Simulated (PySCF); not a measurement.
# ReNI: relaxation and vibrations of the quartet

Where does quartet ReNI go from a linear start, is the end point a minimum, and what are its modes, charges and moments?

The runs use PySCF 2.14.0; PBE0, basis Re def2-SVP with ECP60, N def2-SVP, I def2-SVP with ECP28, scalar-relativistic core potentials, no spin–orbit coupling, density fitting.

## (1) Starting geometry

3 atoms, charge 0, spin multiplicity 4.

Bond lengths: Re1–N2 1.790 Å, Re1–I3 2.640 Å. Angles: N2–Re1–I3 180.0°.

```xyz
3
charge 0 multiplicity 4
Re    0.0000    0.0000    0.0000
N     0.0000    0.0000   -1.7900
I     0.0000    0.0000    2.6400
```

## (2) Finding the electronic state

The steps below are one call of a driver around PySCF. For each, scf.py gives the equivalent set-up of the SCF; relaxations use the driver's own optimiser. After this first run the driver tries any further starts and a stability analysis.

File scf.py:

```python
from pyscf import gto, scf, dft
mol = gto.M(atom='''
Re     0.000000     0.000000     0.000000
N      0.000000     0.000000    -1.790000
I      0.000000     0.000000     2.640000''',
    basis={'Re': 'def2-SVP', 'N': 'def2-SVP', 'I': 'def2-SVP'},
    ecp={'Re': 'def2-SVP', 'I': 'def2-SVP'},
    charge=0, spin=3)
mf = dft.UKS(mol, xc='PBE0')
mf.grids.atom_grid = (50, 194)
aux = {'Re': 'def2-universal-JKFIT', 'N': 'def2-universal-JKFIT', 'I': 'def2-universal-JKFIT'}
mf = mf.density_fit(auxbasis=aux)
mf.conv_tol = 1e-08
mf.diis_space = 10
mf.max_cycle = 60
mf.init_guess = 'minao'
mf.verbose = 4
mf.kernel()
```

On the command line:

```sh
$ OMP_NUM_THREADS=2 python axn.py task.json out
```

Output:

```text
init E= -386.800819065042
[... the frontier-level lines of each cycle are left out ...]
cycle= 1 E= -427.041138451514  delta_E= -40.2  |g|= 2.78  |ddm|= 8.62
cycle= 2 E= -408.909405687125  delta_E= 18.1  |g|= 4.99  |ddm|= 8.11
cycle= 3 E= -430.067698440604  delta_E= -21.2  |g|= 0.883  |ddm|= 6.35
cycle= 4 E= -427.422769111434  delta_E= 2.64  |g|= 2.14  |ddm|= 3.15
cycle= 5 E= -430.430076329013  delta_E= -3.01  |g|= 0.58  |ddm|= 2.08
cycle= 6 E= -430.384564674553  delta_E= 0.0455  |g|= 0.601  |ddm|= 1.07
cycle= 7 E= -430.580124672339  delta_E= -0.196  |g|= 0.0828  |ddm|= 0.663
cycle= 8 E= -430.584137843249  delta_E= -0.00401  |g|= 0.0135  |ddm|= 0.0873
cycle= 9 E= -430.584750406152  delta_E= -0.000613  |g|= 0.00975  |ddm|= 0.0436
cycle= 10 E= -430.585371552047  delta_E= -0.000621  |g|= 0.00843  |ddm|= 0.0574
cycle= 11 E= -430.585834378842  delta_E= -0.000463  |g|= 0.00336  |ddm|= 0.0928
cycle= 12 E= -430.585843098125  delta_E= -8.72e-06  |g|= 0.000798  |ddm|= 0.0121
cycle= 13 E= -430.585844615422  delta_E= -1.52e-06  |g|= 0.000129  |ddm|= 0.00584
cycle= 14 E= -430.58584468126  delta_E= -6.58e-08  |g|= 4.59e-05  |ddm|= 0.000986
cycle= 15 E= -430.585844689092  delta_E= -7.83e-09  |g|= 3.2e-05  |ddm|= 0.000212
Extra cycle  E= -430.585844688443  delta_E= 6.49e-10  |g|= 7.89e-05  |ddm|= 0.000117
converged SCF energy = -430.585844688443  <S^2> = 4.0298678  2S+1 = 4.1375683
```

This step, with its further starts and checks, took 11 s on 2 threads of Arm Neoverse V1, shared host.

Energies from each starting density:

```tsv
start	energy (Eh)
the minimal-basis guess	-430.585845
a thermally smeared density	-430.585845
a smeared PBE density	-430.585845
```

The test of internal stability and the other starts found no lower solution of this spin.

## (3) Relaxation: linear start, quartet

The program finds C∞v symmetry in the start, which this walk keeps. Threshold on the gradient: 0.0003 Eh/bohr, with a further test on the energy change.

scf.py, as its differences from that of step 2:

```diff
@@ -3,3 +3,3 @@
-Re     0.000000     0.000000     0.000000
-N      0.000000     0.000000    -1.790000
-I      0.000000     0.000000     2.640000''',
+Re     0.000000     0.000000    -0.945401
+N      0.000000     0.000000    -2.735401
+I      0.000000    -0.000000     1.694599''',
@@ -16 +15,0 @@
-mf.init_guess = 'minao'
```

The optimiser's trace:

```tsv
step	energy (Eh)	change (kJ/mol)	largest symmetric gradient (Eh/bohr)
0	-430.585845	0.00	0.10002
1	-430.599262	-35.23	0.00917
2	-430.599608	-36.14	0.00354
3	-430.599669	-36.30	0.00098
4	-430.599669	-36.30	0.00051
5	-430.599670	-36.30	0.00002
```

The walk took 14 s.

Positions (Å) and forces (eV/Å) along the way:

```
step 0
Re   0.000   0.000  -0.945   0.000   0.000  -5.143
N    0.000   0.000  -2.735   0.000   0.000   4.452
I    0.000   0.000   1.695   0.000   0.000   0.691
step 1
Re   0.000   0.000  -1.004   0.000   0.000  -0.398
N    0.000   0.000  -2.665   0.000   0.000  -0.074
I    0.000   0.000   1.683   0.000   0.000   0.471
step 3
Re   0.000   0.000  -1.021   0.000   0.000  -0.051
N    0.000   0.000  -2.681   0.000   0.000   0.037
I    0.000   0.000   1.716   0.000   0.000   0.014
step 5
Re   0.000   0.000  -1.021   0.000   0.000  -0.001
N    0.000   0.000  -2.681   0.000   0.000   0.001
I    0.000   0.000   1.717   0.000   0.000   0.000
```

It settles in C∞v symmetry, 36.3 kJ/mol below the start, after 5 steps: Re–I 2.738 Å, Re–N 1.660 Å; I–Re–N 180.0°.

## (4) Frequencies

On the finer grid the gradient is checked again; gradients at displacements of ±0.02 bohr then give force constants and infrared intensities.

scf.py, as its differences from that of step 3:

```diff
@@ -3,3 +3,3 @@
-Re     0.000000     0.000000    -0.945401
-N      0.000000     0.000000    -2.735401
-I      0.000000    -0.000000     1.694599''',
+Re    -0.000000    -0.000000    -0.988725
+N     -0.000000    -0.000000    -2.648708
+I      0.000000     0.000000     1.748778''',
@@ -10 +10 @@
-mf.grids.atom_grid = (50, 194)
+mf.grids.atom_grid = (75, 302)
@@ -13 +13 @@
-mf.conv_tol = 1e-08
+mf.conv_tol = 1e-10
```

The driver hands on the density of the step before, so the log starts near convergence.

SCF at the final geometry:

```text
init E= -430.599643346451
[... the frontier-level lines of each cycle are left out ...]
cycle= 1 E= -430.599643346441  delta_E= 1.05e-11  |g|= 5.07e-06  |ddm|= 8.88e-06
Extra cycle  E= -430.599643346317  delta_E= 1.24e-10  |g|= 1.73e-05  |ddm|= 1.92e-05
converged SCF energy = -430.599643346317  <S^2> = 3.8297396  2S+1 = 4.0396731
```

The whole step took 36 s.

Geometry: C∞v; Re–I 2.738 Å, Re–N 1.660 Å; I–Re–N 180.0°.

Harmonic modes (main isotopes):

```json
{"symmetry": "π", "ω (cm⁻¹)": "112i", "IR (km/mol)": "20.7", "μ (u)": "16.96"}
{"symmetry": "σ+", "ω (cm⁻¹)": "173", "IR (km/mol)": "16.9", "μ (u)": "119.37"}
{"symmetry": "σ+", "ω (cm⁻¹)": "1094", "IR (km/mol)": "77.1", "μ (u)": "14.90"}
```

2 modes are imaginary, the largest at 112i cm⁻¹: a saddle point, not a minimum.

Constants and moments:

- Dipole moment: 0.51 D
- Highest occupied level: -7.20 eV
- Lowest empty level: -3.81 eV
- Rotational constants: 0.02519 cm⁻¹
- Zero-point energy (real modes): 7.6 kJ/mol
- Principal polarisabilities: 50.0, 50.0, 115.6 bohr³
- Atomisation energy without zero-point energy: 720 kJ/mol
- Principal traceless quadrupole moments about the centre of mass: -9.70, 4.85, 4.85 D Å
- Spin squared ⟨S²⟩: 3.830

Populations by atom (charges in e):

```
atom  Mulliken  Löwdin  polar tensor  spin (Mulliken)  Mayer order to Re1
 Re1      0.40   -0.01          1.08             3.26                   –
  N2     -0.22    0.01         -0.54            -0.26                2.75
  I3     -0.18    0.00         -0.54             0.00                1.18
```

Outer orbital energies (eV). α occupied: -11.03, -11.03, -9.43, -9.43, -9.23, -7.78, -7.78, -7.20; empty: -2.88, -2.88, 0.14, 0.14. β occupied: -21.52, -18.99, -10.66, -10.62, -10.62, -8.25, -7.83, -7.83; empty: -3.81, -3.63, -3.63, -2.18.

Mulliken populations on Re1 (outside its core potential): s 2.99, p 6.27, d 5.28, f 0.05.

## (5) Downhill along the imaginary mode

The atoms are moved a little along the softest imaginary mode and relaxed again.

The program finds Cs symmetry in the start, which this walk keeps. Threshold on the gradient: 0.0003 Eh/bohr, with a further test on the energy change.

scf.py, as its differences from that of step 4:

```diff
@@ -3,3 +3,3 @@
-Re    -0.000000    -0.000000    -0.988725
-N     -0.000000    -0.000000    -2.648708
-I      0.000000     0.000000     1.748778''',
+Re     0.001097    -0.030060    -0.988694
+N     -0.009117     0.249834    -2.648677
+I     -0.000610     0.016717     1.748809''',
@@ -10 +10 @@
-mf.grids.atom_grid = (75, 302)
+mf.grids.atom_grid = (50, 194)
@@ -13 +13 @@
-mf.conv_tol = 1e-10
+mf.conv_tol = 1e-08
```

Energy and gradient, step by step:

```tsv
step	energy (Eh)	change (kJ/mol)	largest symmetric gradient (Eh/bohr)
0	-430.599933	0.00	0.02592
1	-430.600903	-2.55	0.00718
2	-430.601801	-4.90	0.00829
3	-430.603326	-8.91	0.00810
4	-430.605208	-13.85	0.01125
5	-430.606715	-17.81	0.02728
6	-430.607735	-20.48	0.03281
7	-430.609375	-24.79	0.01863
8	-430.610115	-26.73	0.00349
9	-430.610192	-26.93	0.00517
10	-430.610224	-27.02	0.00066
11	-430.610225	-27.02	0.00009
```

The walk took 32 s.

End point (Cs, 11 steps, 27.0 kJ/mol gained): Re–I 2.653 Å, Re–N 1.644 Å; I–Re–N 126.5°.

## (6) Vibrations and properties at this point

As before: finer grid, then central differences.

scf.py, as its differences from that of step 5:

```diff
@@ -3,3 +3,3 @@
-Re     0.001097    -0.030060    -0.988694
-N     -0.009117     0.249834    -2.648677
-I     -0.000610     0.016717     1.748809''',
+Re     0.011527    -0.315883    -0.934729
+N     -0.025420     0.696623    -2.229230
+I     -0.014179     0.388558     1.623239''',
@@ -10 +10 @@
-mf.grids.atom_grid = (50, 194)
+mf.grids.atom_grid = (75, 302)
@@ -13 +13 @@
-mf.conv_tol = 1e-08
+mf.conv_tol = 1e-10
```

SCF at the final geometry:

```text
init E= -430.610232475096
[... the frontier-level lines of each cycle are left out ...]
cycle= 1 E= -430.610232475101  delta_E= -4.89e-12  |g|= 4.07e-06  |ddm|= 8.16e-06
Extra cycle  E= -430.610232475038  delta_E= 6.34e-11  |g|= 1.31e-05  |ddm|= 1.57e-05
converged SCF energy = -430.610232475038  <S^2> = 3.8087178  2S+1 = 4.029252
```

The whole step took 46 s on 2 threads of Arm Neoverse V1, shared host.

Geometry: Cs; Re–I 2.653 Å, Re–N 1.644 Å; I–Re–N 126.5°.

Harmonic modes (main isotopes):

| symmetry | ω (cm⁻¹) | IR (km/mol) | μ (u) | type |
| --- | --- | --- | --- | --- |
| a' | 127 | 1.1 | 17.45 | bend |
| a' | 199 | 18.9 | 84.97 | mixed |
| a' | 1148 | 69.4 | 14.96 | stretch |

Every mode is real; the point is a minimum.

Constants and moments:

```yaml
Dipole_moment: 1.90 D
Highest_occupied_level: -6.62 eV
Lowest_empty_level: -3.70 eV
Rotational_constants: 0.8006, 0.02853, 0.02755 cm⁻¹
Zero-point_energy: 8.8 kJ/mol
Principal_polarisabilities: 50.0, 58.3, 107.3 bohr³
Atomisation_energy_without_zero-point_energy: 748 kJ/mol
Principal_traceless_quadrupole_moments_about_the_centre_of_mass: -7.55, 3.18, 4.37 D Å
Entropy_at_298.15_K_and_1_bar_electronic_part_spin_only: 328.7 J/(mol K)
Heat_capacity_Cp_at_298.15_K: 50.0 J/(mol K)
Enthalpy_at_298.15_K_above_0_K: 13.24 kJ/mol
Rotational_symmetry_number: 1
Spin_squared_⟨S²⟩: 3.809
```

Charges (e) and bond orders:

| atom | Mulliken | Löwdin | polar tensor | spin (Mulliken) | Mayer order to Re1 |
| --- | --- | --- | --- | --- | --- |
| Re1 | 0.43 | -0.10 | 0.92 | 3.14 | – |
| N2 | -0.19 | 0.02 | -0.47 | -0.25 | 2.82 |
| I3 | -0.25 | 0.08 | -0.46 | 0.11 | 1.12 |

Outer orbital energies (eV). α occupied: -10.92, -10.73, -9.92, -9.43, -8.91, -7.86, -7.67, -6.62; empty: -2.83, -2.05, -0.47, 0.32. β occupied: -21.31, -19.29, -10.70, -10.56, -10.35, -9.11, -8.12, -7.89; empty: -3.70, -3.40, -2.98, -2.05.

Mulliken populations on Re1 (outside its core potential): s 2.91, p 6.33, d 5.28, f 0.05.

## (7) All stationary points

| spin | group | bonds | imaginary modes (cm⁻¹) | ΔE (kJ/mol) | with zero-point energy |
| --- | --- | --- | --- | --- | --- |
| quartet | Cs | Re–I 2.653 Å, Re–N 1.644 Å | none | 0.0 | 0.0 |
| quartet | C∞v | Re–I 2.738 Å, Re–N 1.660 Å | 112i, 112i | 27.8 | – |

## (8) Real-space pictures of the lowest minimum

The plane holds Re1 at (0.00, 0.00), N2 at (1.64, 0.00), I3 at (-1.58, 2.13) Å. Columns run from x = -3.45 to 4.05 Å, rows from y = 4.35 (top) to -1.95 Å, in steps of 0.3 Å. Electrons inside core potentials are absent.

Density (cut at 5 e/Å³):

Ten steps from '0' (0.000 e/Å³) to '9' (5.000 e/Å³), finer at the low end (step k begins (100^(k/10) - 1)/99 of the way up):
```
00000000000000000000000000
00000011000000000000000000
00011122110000000000000000
00112333321100000000000000
01234555542100000000000000
01245787653210000000000000
12357999864310000000000000
12458999965321000000000000
12458999965321000000000000
12357999864321110000000000
01345677654432221111000000
01234555555554333332100000
00123344456887555654210000
00011223469999778876410000
00001122589339889997420000
00000112489339889997420000
00000012469999778876310000
00000001357886556654210000
00000001234554333332100000
00000000123332222111000000
00000000011111111000000000
00000000000110000000000000
```

ELF (0 where the density is under 0.005 e/Å³):

Ten even steps from '0' (0.00) to '9' (0.95):
```
00011222221000000000000000
00123455543200000000000000
01345677765420000000000000
13467888887642000000000000
34677767888753100000000000
46775222478763100000000000
57862587348763100000000000
57853805637752000000000000
68862817527631000000000000
67873476247421111122100000
57886322465322223455420000
46788766642333245777652000
35677776323674368899864000
13556542247887478699975200
01333211378008572849985200
00111101378008473839975200
00000001258887378789864100
00000011245763268888752000
00000123455532257776531000
00000134666543345554310000
00000035677654443332100000
00000035677665432110000000
```

Spin density:

Ten even steps from '0' (-0.25 e/Å³) to '9' (0.79 e/Å³):
```
22222222222222222222222222
22222222222222222222222222
22222222222222222222222222
22222222222222222222222222
22222222222222222222222222
22222222222222222222222222
22222222222222222222222222
22222222222222222222222222
22222222222222222222222222
22222222222222222222222222
22222222222222222222222222
22222222223443222222222222
22222222224785322222222222
22222222235896321233222222
22222222235225310143222222
22222222234227322102222222
22222222236875322112222222
22222222346864322222222222
22222222334543322222222222
22222222233333222222222222
22222222222332222222222222
22222222222222222222222222
```

Values on the line from Re1 (at 0) through N2 (at 1.644 Å):

```tsv
distance (Å)	density (e/Å³)	ELF	electrostatic potential (V)	spin density (e/Å³)
0.74	2.89	0.501	50.8	0.122
0.90	2.25	0.528	31.7	0.00806
2.47	0.637	0.94	4.34	0.0143
2.63	0.297	0.903	0.857	0.00645
```

Making the fields took 1.6 s.

## (9) Summary of results

| quantity | value |
| --- | --- |
| minimum | quartet, Cs |
| geometry | Re–I 2.653 Å, Re–N 1.644 Å; I–Re–N 126.5° |
| wavenumbers (cm⁻¹) | 127 (a'), 199 (a'), 1148 (a') |
| dipole moment | 1.90 D |
| highest occupied, lowest empty level (either spin) | -6.62, -3.70 eV |
| polar-tensor charge of Re1 | +0.92 e |
| zero-point energy | 8.8 kJ/mol |
| entropy at 298.15 K | 328.7 J/(mol K) |
| atomisation energy (no zero-point energy) | 748 kJ/mol |
| ⟨S²⟩ | 3.809 |

**Reading.** From C∞v at the start the molecule goes to a Cs minimum, after a stop at a second-order saddle point 27.8 kJ/mol higher, from which it was pushed off along an imaginary mode. The strongest infrared band lies at 1148 cm⁻¹ (a', stretch). Most of the spin sits on Re1 (Mulliken spin 3.14, against 3 for the whole molecule). Only this shape and spin were tried, so other structures or states may lie lower. One determinant may miss the lowest occupation of an open d or f shell. With an element this heavy the missing spin–orbit coupling can shift these numbers.

The search up to here took 2.3 min.
